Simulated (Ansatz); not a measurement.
# SiNH₅ + H radical: a complex and its separated parts

Aim: how far the complex at one end of a reaction step lies below its separated, relaxed parts, level by level.

The runs use Ansatz 0.2.0, Gaussian basis; PBE0-D4/def2-TZVP structures, single points in def2-TZVPP, no counterpoise correction.

Levels: SPW92, PBE-D4, BLYP-D4, r2SCAN-D4, B97M-V, PBE0-D4, B3LYP-D4, r2SCAN0-D4, BHLYP-D4, CAM-B3LYP-D4, wB97X-V, wB97M-V, B2PLYP, PBE-QIDH, Hartree-Fock, MP2, CCSD, CCSD(T).

Cores are frozen in the correlated methods. Orbitals are unrestricted. B3LYP uses VWN-RPA correlation. B2PLYP carries no dispersion term here.

78 further runs of the same task are left out: 78 set aside as unsound or not needed.

## Step 1: The system as given

The complex: 8 atoms, charge 0, spin multiplicity 2.

Atoms are counted from 1 here; the program's logs count them from 0.

Bond lengths: H1–N2 1.007 Å, N2–Si3 1.720 Å, N2–H5 1.007 Å, Si3–H6 1.494 Å, Si3–H7 1.486 Å, Si3–H8 1.486 Å. Angles: H1–N2–Si3 119.5°, H1–N2–H5 110.7°, Si3–N2–H5 119.5°, N2–Si3–H6 116.0°, N2–Si3–H7 107.8°, N2–Si3–H8 108.0°, H6–Si3–H7 107.3°, H6–Si3–H8 107.3°, H7–Si3–H8 110.5°.

As a file:

```xyz
8

H     0.9456   -0.6932    1.1052
N     0.9738    0.1611    0.5722
Si   -0.1768    0.4173   -0.6808
H    -1.4786   -2.2978    1.0909
H     1.2531    0.9341    1.1545
H    -1.5831    0.6612   -0.2389
H     0.2555    1.6080   -1.4574
H    -0.1895   -0.7908   -1.5457
```

Its parts: SiNH₅ holds atoms 1, 2, 3, 5, 6, 7, 8; H radical holds atoms 4. Each part counts its atoms afresh in its own runs.

## Step 2: Relaxing SiNH₅ alone

Contents of relax-a/in.yaml:

```yaml
crystal:
  periodic: [false, false, false]
  atoms:
    - {symbol: H, position_ang: [0.945606, -0.693227, 1.105243]}
    - {symbol: N, position_ang: [0.973777, 0.161078, 0.572213]}
    - {symbol: Si, position_ang: [-0.176810, 0.417266, -0.680821]}
    - {symbol: H, position_ang: [1.253149, 0.934140, 1.154522]}
    - {symbol: H, position_ang: [-1.583110, 0.661239, -0.238931]}
    - {symbol: H, position_ang: [0.255498, 1.607961, -1.457414]}
    - {symbol: H, position_ang: [-0.189488, -0.790780, -1.545672]}
basis:
  gaussian: {orbitals: def2-TZVP}
hamiltonian: {xc: pbe0, dispersion: d4}
relax: {f_tol: 0.005, max_steps: 200}
```

On the command line:

```
$ ansatz run in.yaml --threads 2 --pin off --events-out ev --progress --plain --max-ram 4352MiB
```

After this run come: SPW92/def2-TZVPP; PBE-D4/def2-TZVPP; BLYP-D4/def2-TZVPP; r2SCAN-D4/def2-TZVPP; B97M-V/def2-TZVPP; PBE0-D4/def2-TZVPP; B3LYP-D4/def2-TZVPP; r2SCAN0-D4/def2-TZVPP; BHLYP-D4/def2-TZVPP; CAM-B3LYP-D4/def2-TZVPP; wB97X-V/def2-TZVPP; wB97M-V/def2-TZVPP; B2PLYP/def2-TZVPP; PBE-QIDH/def2-TZVPP; RPA on PBE/def2-TZVPP; CCSD(T)/def2-TZVPP; MP2/def2-QZVPP; Vibrations of SiNH₅.

Before running it: what results should come out? Wanted: complex less parts, CCSD(T)/def2-TZVPP; with zero-point energy; largest T1 diagnostic.

The runs gave:

| quantity | value |
| --- | --- |
| complex less parts, CCSD(T)/def2-TZVPP | -0.49 kJ/mol |
| with zero-point energy | +0.97 kJ/mol |
| largest T1 diagnostic | 0.009 |

In words: At CCSD(T) the complex lies 0.49 kJ/mol below its parts. Among the functionals B97M-V lands nearest to CCSD(T) (+0.08 kJ/mol) and SPW92 farthest (-4.53 kJ/mol). By rung, the mean size of the error is: LDA 4.53, GGA 1.70, meta-GGA 1.15, hybrid 1.68, range-separated hybrid 1.19, double hybrid 0.40 kJ/mol. PBE-D4 gives a relative energy 1.70 kJ/mol too low, an error of 349 % of the reference. No counterpoise was applied, and triple zeta lacks some correlation, so the CCSD(T) reference has a basis error of its own, and close matches with it are partly luck.
